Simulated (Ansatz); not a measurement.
# B2H5NSi: the cost of one run

Method: RKS B3LYP/6-31G*, in Ansatz 0.2.0.

### 1 The structure to begin with

Bond lengths: B1–N2 1.257 Å, N2–B3 1.384 Å, B3–Si4 1.970 Å, B1–H5 1.141 Å, B3–H6 1.179 Å, Si4–H7 1.474 Å, Si4–H8 1.474 Å, Si4–H9 1.472 Å. Angles: B1–N2–B3 179.0°, N2–B1–H5 179.9°, N2–B3–Si4 119.9°, N2–B3–H6 116.6°, Si4–B3–H6 123.5°, B3–Si4–H7 113.6°, B3–Si4–H8 113.4°, B3–Si4–H9 114.5°, H7–Si4–H8 104.8°, H7–Si4–H9 104.8°, H8–Si4–H9 104.8°.

Coordinates:

```xyz
9

B     0.8811    0.9005   -2.1553
N     0.6917    0.7591   -0.9212
B     0.4679    0.5866    0.4336
Si   -0.7567   -0.8261    1.0539
H     1.0544    1.0308   -3.2755
H     1.0421    1.3163    1.1608
H    -2.1140   -0.7197    0.4894
H    -0.3089   -2.1854    0.7023
H    -0.9576   -0.8622    2.5120
```

### 2 End point A

input.yaml reads:

```yaml
crystal:
  periodic: [false, false, false]
  atoms:
    - { symbol: B, position_ang: [0.88112, 0.90046, -2.15527] }
    - { symbol: "N", position_ang: [0.69169, 0.75914, -0.92118] }
    - { symbol: B, position_ang: [0.4679, 0.58663, 0.43361] }
    - { symbol: Si, position_ang: [-0.75673, -0.82606, 1.05388] }
    - { symbol: H, position_ang: [1.0544, 1.03082, -3.27547] }
    - { symbol: H, position_ang: [1.04214, 1.31626, 1.16077] }
    - { symbol: H, position_ang: [-2.11404, -0.71969, 0.48942] }
    - { symbol: H, position_ang: [-0.3089, -2.18535, 0.70225] }
    - { symbol: H, position_ang: [-0.95757, -0.8622, 2.51198] }
basis:
  gaussian: { orbitals: "6-31G*" }
hamiltonian:
  xc: b3lyp
relax:
  f_tol: 0.015
  max_steps: 40
```

Started as:

```console
$ ansatz run input.yaml --threads 1 --pin off --max-ram 2048MiB --backend cpu --events-out ev --progress --plain --runs-dir out
```

What time and memory should one allow on 1 thread of Arm Neoverse V1, shared host?

About 87 s, with a peak of 0.14 GiB.
